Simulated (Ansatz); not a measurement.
# Ga₃H (triplet): wave-function methods side by side, cc-pVTZ

Aim: climb from Hartree-Fock through coupled cluster for Ga₃H (triplet) at one geometry and basis, and see what each rung misses.

Program: Ansatz 0.2.0, Gaussian basis. Level of theory: cc-pVTZ, core rule «outside noble gas», up to 42 orbitals frozen. These are calculated values, not measurements.

To be run: UHF; CCSD(T) on ROHF; CCSD(T) on UHF; BCCD(T) on ROHF; CCSDT(Q) on ROHF; CCSDT(Q) on UHF.

4 further runs of the same task are left out: 4 set aside as unsound or not needed. Runs told in other sessions of the task aren't counted.

## 1. The geometry

The geometry is a PBE0/def2-TZVP stationary point (not a proven minimum) of the parent state, kept for this charge and spin. No spin-orbit coupling is included. The filled d shell of Ga may be among the frozen orbitals whatever the setting's name suggests.

4 atoms, charge 0, spin multiplicity 3.

Atoms are counted from 1 here; the program's logs count them from 0.

Bond lengths: Ga1–Ga2 2.697 Å, Ga2–Ga3 2.697 Å, Ga2–H4 1.627 Å. Angles: Ga1–Ga2–Ga3 148.6°, Ga1–Ga2–H4 105.7°, Ga3–Ga2–H4 105.7°.

In the tables R marks a restricted open-shell determinant and U an unrestricted one; energies count from the table's Hartree-Fock row.

## 2. UHF

in.yaml reads:

```yaml
crystal:
  periodic: [false, false, false]
  atoms:
    - {symbol: Ga, position_ang: [0.000000, -0.253168, -2.596600]}
    - {symbol: Ga, position_ang: [0.000000, 0.475932, 0.000000]}
    - {symbol: Ga, position_ang: [0.000000, -0.253168, 2.596600]}
    - {symbol: H, position_ang: [0.000000, 2.103232, 0.000000]}
basis:
  gaussian: {orbitals: cc-pVTZ}
magnetization: {spin_polarized: true, initial_magnetization: 2}
hamiltonian: {xc: hf}
output: {orbitals: {seedname: orbitals}}
```

Started as:

```bash
$ ansatz run in.yaml --threads 1 --pin off --events-out ev --progress --plain --max-ram 2816MiB --backend cpu
```

Output:

```text
Functional definition: HF
  name "HF"
  cite "Fock, Z. Phys. 61, 126 (1930) doi:10.1007/BF01340294"
  parent pbe
  exchange = exact_x
  correlation = 0
950 factors; integrals over basis functions are off by at most 1.4e-3 eV
mean field evaluation 1: about -157019.4118 eV, gradient 7.9e0 eV
mean field evaluation 2: about -157019.4140 eV, gradient 7.9e0 eV
mean field evaluation 4: about -157020.5066 eV, gradient 1.9e0 eV
mean field evaluation 8: about -157020.6166 eV, gradient 2.1e-1 eV
mean field evaluation 16: about -157020.6200 eV, gradient 1.4e-2 eV
mean field evaluation 32: about -157020.6294 eV, gradient 1.8e-1 eV
mean field evaluation 64: about -157020.5889 eV, gradient 3.9e-1 eV
mean field evaluation 96: about -157020.6496 eV, gradient 1.9e-1 eV
mean field evaluation 128: about -157020.6480 eV, gradient 2.3e-1 eV
mean field evaluation 160: about -157020.6513 eV, gradient 1.5e-1 eV
mean field evaluation 192: about -157019.3488 eV, gradient 2.9e-1 eV
mean field evaluation 224: about -157019.1263 eV, gradient 2.6e0 eV
mean field evaluation 256: about -157020.6201 eV, gradient 1.6e-3 eV
mean field evaluation 288: about -157020.2582 eV, gradient 2.2e0 eV
mean field -157020.65641225 eV, -5770.4026907267 hartree, gradient 1.2e-5 eV, S^2 2.176241; 10 other end points of the search recorded, 0 dependent functions left out
reference -157020.65641225 eV, -5770.4026907267 hartree; 48, 46 occupied and 95, 97 virtual orbitals, 950 factors
Total energy: -157020.65641225 eV, -5770.4026907267 hartree
```

Run time: 73 s. Hardware: 1 thread of AMD EPYC 7R13, shared host; peak memory 0.54 GiB.

From the report: ⟨S²⟩ of the determinant 2.176 (pure triplet: 2.00).

## 3. CCSD(T) on ROHF

in.yaml: that of step 2 with these lines changed.

```diff
@@ -9,4 +9,4 @@
   gaussian: {orbitals: cc-pVTZ}
-magnetization: {spin_polarized: true, initial_magnetization: 2}
-hamiltonian: {xc: hf}
-output: {orbitals: {seedname: orbitals}}
+magnetization: {spin_polarized: false, initial_magnetization: 2}
+correlation: {method: ccsd_t, electrons: outside_noble_gas}
+output: {forces: true}
```

Started as:

```bash
$ ansatz run in.yaml --threads 2 --pin off --events-out ev --progress --plain --max-ram 16896MiB --backend cuda --devices 0, --max-vram 18GiB
```

Output, shortened:

```text
Functional definition: HF
  name "HF"
  cite "Fock, Z. Phys. 61, 126 (1930) doi:10.1007/BF01340294"
  parent pbe
[...]
950 factors; integrals over basis functions are off by at most 1.4e-3 eV
[...]
mean field -157020.43244788 eV, -5770.3944601877 hartree, gradient 1.3e-6 eV, S^2 2.000000; 30 other end points of the search recorded, 0 dependent functions left out
[...]
determinant -157020.43244788 eV, -5770.3944601877 hartree, with singles and doubles -157026.13237313 eV, -5770.6039285772 hartree
determinant -157020.35499114 eV, -5770.3916137050 hartree, with singles and doubles -157026.17938991 eV, -5770.6056564121 hartree
determinant -157019.78547054 eV, -5770.3706842092 hartree, with singles and doubles -157025.24474390 eV, -5770.5713088045 hartree
determinant -157019.49448365 eV, -5770.3599906381 hartree, with singles and doubles -157025.17700058 eV, -5770.5688192834 hartree
[...]
42 core orbitals not correlated: weight in the atoms' cores, before any rotation towards them, 0.999 or more for the frozen orbitals, at most 0.001 for the correlated occupied ones
reference -157020.35499114 eV, -5770.3916137050 hartree; 6, 4 occupied and 95, 97 virtual orbitals, 950 factors
second order -4.63240304 eV of doubles, -0.08913819 eV of singles
cycle   1  -5.67464677 eV  change   -1.5e-6 eV  update   3.1e-6
[...]
cycle   4  -5.67464764 eV  change    8.1e-8 eV  update   6.6e-7
perturbative correction -0.32369302 eV, -0.0118954992 hartree
[...]
Total energy: -157026.35333180 eV, -5770.6120486586 hartree
Atom 0 at     0.000000    -0.253168    -2.596600 Å, force    -0.000000     0.023226     0.397146 eV/Å
Atom 1 at     0.000000     0.475932     0.000000 Å, force     0.000000    -0.202765     0.000002 eV/Å
Atom 2 at     0.000000    -0.253168     2.596600 Å, force    -0.000000     0.023229    -0.397150 eV/Å
Atom 3 at     0.000000     2.103232     0.000000 Å, force    -0.000000     0.156311     0.000002 eV/Å
Dipole moment:     0.000000    -0.323605    -0.000002 e Å
```

It took 16 s on 1 × H100 (card shared with other runs) with 2 threads of AMD EPYC 7R13, shared host; peak host memory 1.3 GiB.

From the report: correlation -5.9983 eV; T1 0.038; largest double amplitude 0.12.

## 4. CCSD(T) on UHF

in.yaml: that of step 3 with these lines changed.

```diff
@@ -9,3 +9,3 @@
   gaussian: {orbitals: cc-pVTZ}
-magnetization: {spin_polarized: false, initial_magnetization: 2}
+magnetization: {spin_polarized: true, initial_magnetization: 2}
 correlation: {method: ccsd_t, electrons: outside_noble_gas}
```

Same command.

Output, shortened:

```text
Functional definition: HF
  name "HF"
  cite "Fock, Z. Phys. 61, 126 (1930) doi:10.1007/BF01340294"
  parent pbe
[...]
950 factors; integrals over basis functions are off by at most 1.4e-3 eV
[...]
mean field -157020.65641225 eV, -5770.4026907267 hartree, gradient 2.5e-6 eV, S^2 2.176238; 25 other end points of the search recorded, 0 dependent functions left out
determinant -157020.65641225 eV, -5770.4026907267 hartree, with singles and doubles -157026.14466158 eV, -5770.6043801693 hartree
determinant -157020.62006730 eV, -5770.4013550743 hartree, with singles and doubles -157026.18518543 eV, -5770.6058693933 hartree
determinant -157020.05668210 eV, -5770.3806510500 hartree, with singles and doubles -157025.26247816 eV, -5770.5719605268 hartree
determinant -157019.81589543 eV, -5770.3718023034 hartree, with singles and doubles -157024.93981371 eV, -5770.5601028270 hartree
[...]
42 core orbitals not correlated: weight in the atoms' cores, before any rotation towards them, 0.999 or more for the frozen orbitals, at most 0.000 for the correlated occupied ones
reference -157020.62006730 eV, -5770.4013550743 hartree; 6, 4 occupied and 95, 97 virtual orbitals, 950 factors
second order -4.33720858 eV of doubles, -0.00000000 eV of singles
cycle   1  -5.42753785 eV  change   -7.7e-7 eV  update   5.4e-6
[...]
cycle   5  -5.42753902 eV  change    5.7e-7 eV  update   1.2e-6
perturbative correction -0.30662668 eV, -0.0112683226 hartree
[...]
Total energy: -157026.35423299 eV, -5770.6120817768 hartree
Atom 0 at     0.000000    -0.253168    -2.596600 Å, force     0.000000     0.024615     0.402460 eV/Å
Atom 1 at     0.000000     0.475932     0.000000 Å, force    -0.000000    -0.208182    -0.000002 eV/Å
Atom 2 at     0.000000    -0.253168     2.596600 Å, force    -0.000000     0.024612    -0.402456 eV/Å
Atom 3 at     0.000000     2.103232     0.000000 Å, force     0.000000     0.158955    -0.000002 eV/Å
Dipole moment:    -0.000000    -0.324784     0.000002 e Å
```

It took 15 s on 1 × H100 (card shared with other runs) with 2 threads of AMD EPYC 7R13, shared host; peak host memory 1.2 GiB.

From the report: ⟨S²⟩ of the determinant 2.138 (pure triplet: 2.00); correlation -5.7342 eV; T1 0.041; largest double amplitude 0.12.

## 5. BCCD(T) on ROHF

in.yaml: that of step 4 with these lines changed.

```diff
@@ -9,4 +9,3 @@
   gaussian: {orbitals: cc-pVTZ}
-magnetization: {spin_polarized: true, initial_magnetization: 2}
-correlation: {method: ccsd_t, electrons: outside_noble_gas}
-output: {forces: true}
+magnetization: {spin_polarized: false, initial_magnetization: 2}
+correlation: {method: bccd_t, electrons: outside_noble_gas}
```

Launched as before.

Output, shortened:

```text
Functional definition: HF
  name "HF"
  cite "Fock, Z. Phys. 61, 126 (1930) doi:10.1007/BF01340294"
  parent pbe
[...]
950 factors; integrals over basis functions are off by at most 1.4e-3 eV
[...]
mean field -157020.43244788 eV, -5770.3944601877 hartree, gradient 1.3e-6 eV, S^2 2.000000; 30 other end points of the search recorded, 0 dependent functions left out
[...]
determinant -157020.43244788 eV, -5770.3944601877 hartree, with singles and doubles -157026.13237313 eV, -5770.6039285772 hartree
determinant -157020.35499114 eV, -5770.3916137050 hartree, with singles and doubles -157026.17938991 eV, -5770.6056564121 hartree
determinant -157019.78547054 eV, -5770.3706842092 hartree, with singles and doubles -157025.24474390 eV, -5770.5713088045 hartree
determinant -157019.49448365 eV, -5770.3599906381 hartree, with singles and doubles -157025.17700058 eV, -5770.5688192834 hartree
[...]
determinant -157016.94167793 eV, -5770.2661767583 hartree, with singles and doubles -157024.56743364 eV, -5770.5464181116 hartree
determinant -157020.43244788 eV, -5770.3944601877 hartree, with singles and doubles -157026.01394311 eV, -5770.5995763543 hartree
determinant -157020.35499114 eV, -5770.3916137050 hartree, with singles and doubles -157026.02963644 eV, -5770.6001530734 hartree
[...]
42 core orbitals not correlated: weight in the atoms' cores, before any rotation towards them, 0.999 or more for the frozen orbitals, at most 0.001 for the correlated occupied ones
reference -157020.35499114 eV, -5770.3916137050 hartree; 6, 4 occupied and 95, 97 virtual orbitals, 950 factors
second order -4.63240304 eV of doubles, -0.08913819 eV of singles
cycle   1  -5.67042047 eV  change    4.2e-3 eV  update   1.0e-2
[...]
cycle  11  -5.66623329 eV  change   -7.0e-7 eV  update   8.3e-6
perturbative correction -0.33020623 eV, -0.0121348550 hartree
Total energy: -157026.35143066 eV, -5770.6119787929 hartree
```

Wall time 16 s (1 × H100 (card shared with other runs) with 2 threads of AMD EPYC 7R13, shared host); peak host memory 0.91 GiB.

From the report: correlation -5.9964 eV; largest double amplitude 0.12.

## 6. CCSDT(Q) on ROHF

in.yaml: that of step 5 with these lines changed.

```diff
@@ -10,2 +10,2 @@
 magnetization: {spin_polarized: false, initial_magnetization: 2}
-correlation: {method: bccd_t, electrons: outside_noble_gas}
+correlation: {method: ccsdt_q, electrons: outside_noble_gas}
```

Same command.

Output, shortened:

```text
Functional definition: HF
  name "HF"
  cite "Fock, Z. Phys. 61, 126 (1930) doi:10.1007/BF01340294"
  parent pbe
[...]
1690 factors; integrals over basis functions are off by at most 1.9e-7 eV
[...]
mean field -157020.43246806 eV, -5770.3944609294 hartree, gradient 3.3e-6 eV, S^2 2.000000; 33 other end points of the search recorded, 0 dependent functions left out
[...]
determinant -157020.43246806 eV, -5770.3944609294 hartree, with singles and doubles -157026.13271487 eV, -5770.6039411361 hartree
determinant -157020.35501211 eV, -5770.3916144757 hartree, with singles and doubles -157026.17971253 eV, -5770.6056682680 hartree
determinant -157019.78548788 eV, -5770.3706848464 hartree, with singles and doubles -157025.24532682 eV, -5770.5713302264 hartree
determinant -157019.49450410 eV, -5770.3599913895 hartree, with singles and doubles -157025.17739626 eV, -5770.5688338247 hartree
[...]
determinant -157016.94169580 eV, -5770.2661774151 hartree, with singles and doubles -157024.55167854 eV, -5770.5458391223 hartree
determinant -157020.43246806 eV, -5770.3944609294 hartree, with singles and doubles -157026.01396961 eV, -5770.5995773280 hartree
determinant -157020.35501211 eV, -5770.3916144757 hartree, with singles and doubles -157026.02966341 eV, -5770.6001540648 hartree
[...]
42 core orbitals not correlated: weight in the atoms' cores, before any rotation towards them, 0.999 or more for the frozen orbitals, at most 0.001 for the correlated occupied ones
reference -157020.35501211 eV, -5770.3916144757 hartree; 6, 4 occupied and 95, 97 virtual orbitals, 1690 factors
second order -4.63245006 eV of doubles, -0.08913826 eV of singles
cycle   1  -5.32387196 eV  change   -6.0e-1 eV  update   1.2e-1
[...]
cycle  24  -6.06237966 eV  change    7.8e-7 eV  update   7.4e-7
perturbative correction -0.03149781 eV, -0.0011575231 hartree
Total energy: -157026.44888958 eV, -5770.6155603422 hartree
```

Wall time 62 s (1 × H100 (card shared with other runs) with 2 threads of AMD EPYC 7R13, shared host); peak host memory 1.5 GiB.

From the report: correlation -6.0939 eV; T1 0.042; largest double amplitude 0.17.

## 7. CCSDT(Q) on UHF

in.yaml: that of step 6 with these lines changed.

```diff
@@ -9,3 +9,3 @@
   gaussian: {orbitals: cc-pVTZ}
-magnetization: {spin_polarized: false, initial_magnetization: 2}
+magnetization: {spin_polarized: true, initial_magnetization: 2}
 correlation: {method: ccsdt_q, electrons: outside_noble_gas}
```

Same command.

Output, shortened:

```text
Functional definition: HF
  name "HF"
  cite "Fock, Z. Phys. 61, 126 (1930) doi:10.1007/BF01340294"
  parent pbe
[...]
1690 factors; integrals over basis functions are off by at most 1.9e-7 eV
[...]
mean field -157020.65643328 eV, -5770.4026914995 hartree, gradient 2.8e-6 eV, S^2 2.176240; 28 other end points of the search recorded, 0 dependent functions left out
determinant -157020.65643328 eV, -5770.4026914995 hartree, with singles and doubles -157026.14583499 eV, -5770.6044232915 hartree
determinant -157020.62008901 eV, -5770.4013558723 hartree, with singles and doubles -157026.18660157 eV, -5770.6059214356 hartree
determinant -157020.05670097 eV, -5770.3806517436 hartree, with singles and doubles -157025.26426805 eV, -5770.5720263041 hartree
determinant -157019.81591963 eV, -5770.3718031926 hartree, with singles and doubles -157024.94092420 eV, -5770.5601436367 hartree
[...]
determinant -157018.20057585 eV, -5770.3124404035 hartree, with singles and doubles -157023.63248423 eV, -5770.5120593545 hartree
determinant -157020.65643328 eV, -5770.4026914995 hartree, with singles and doubles -157026.02814147 eV, -5770.6000981343 hartree
determinant -157020.62008901 eV, -5770.4013558723 hartree, with singles and doubles -157026.04763107 eV, -5770.6008143639 hartree
42 core orbitals not correlated: weight in the atoms' cores, before any rotation towards them, 0.999 or more for the frozen orbitals, at most 0.000 for the correlated occupied ones
reference -157020.62008901 eV, -5770.4013558723 hartree; 6, 4 occupied and 95, 97 virtual orbitals, 1690 factors
second order -4.33725261 eV of doubles, -0.00000000 eV of singles
cycle   1  -5.00756690 eV  change   -6.7e-1 eV  update   1.2e-1
[...]
cycle  25  -5.80577329 eV  change    1.9e-7 eV  update   9.5e-7
perturbative correction -0.03176614 eV, -0.0011673841 hartree
Total energy: -157026.45762844 eV, -5770.6158814893 hartree
```

Wall time 90 s (1 × H100 (card shared with other runs) with 2 threads of AMD EPYC 7R13, shared host); peak host memory 1.1 GiB.

From the report: ⟨S²⟩ of the determinant 2.138 (pure triplet: 2.00); correlation -5.8375 eV; T1 0.048; largest double amplitude 0.18.

## 8. All levels against the top one

No level here is safe as a reference; RCCSDT(Q) serves as a yardstick only. Rows without a time are mean-field rows or come out of runs for another level: lower rungs of the coupled-cluster runs, or the Hartree-Fock search. The times of RCCSD(T), UCCSD(T) include forces.

Differences are taken before rounding.

| method | energy from the lowest ROHF (meV) | from RCCSDT(Q) (meV) | time |
| --- | --- | --- | --- |
| ROHF | 0.0 | +6016.4 |  |
| UHF | -224.0 | +5792.5 | 73 s |
| RMP2 | -4644.1 | +1372.4 |  |
| UMP2 | -4524.8 | +1491.6 |  |
| RCCSD | -5597.2 | +419.3 |  |
| UCCSD | -5615.2 | +401.3 |  |
| RCCSD(T) | -5920.9 | +95.6 | 16 s (GPU) |
| UCCSD(T) | -5921.8 | +94.7 | 15 s (GPU) |
| BCCD(T) | -5919.0 | +97.5 | 16 s (GPU) |
| RCCSDT | -5984.9 | +31.5 |  |
| UCCSDT | -5993.4 | +23.0 |  |
| RCCSDT(Q) | -6016.4 | 0 | 62 s (GPU) |
| UCCSDT(Q) | -6025.2 | -8.7 | 90 s (GPU) |

Some runs used a GPU and others CPU threads alone; cost is compared among the GPU runs only.

Among the levels timed on like hardware and quicker than the yardstick, those that no quicker one beats, quickest first: UCCSD(T) (15 s, +94.7 meV).

The ROHF row is the lowest such solution found; the determinant under the restricted MP2 and coupled-cluster rows lies 0.08 eV higher.

## 9. Summary of results

| quantity | value |
| --- | --- |
| RCCSDT(Q) from the ROHF energy | -6.0164 eV |
| RMP2 from RCCSDT(Q) | +1372.4 meV |
| UMP2 from RCCSDT(Q) | +1491.6 meV |
| RCCSD from RCCSDT(Q) | +419.3 meV |
| RCCSD(T) from RCCSDT(Q) | +95.6 meV |
| UCCSD(T) from RCCSDT(Q) | +94.7 meV |
| UCCSDT(Q) from RCCSDT(Q) | -8.7 meV |
| T1 diagnostic | 0.038 |

What this shows: RCCSD(T) lands +95.6 meV from the yardstick (1.6 % of the correlation energy). Coupled cluster took another determinant than the lowest Hartree-Fock one. Warnings: spin contamination; coupled cluster took another determinant than the lowest.
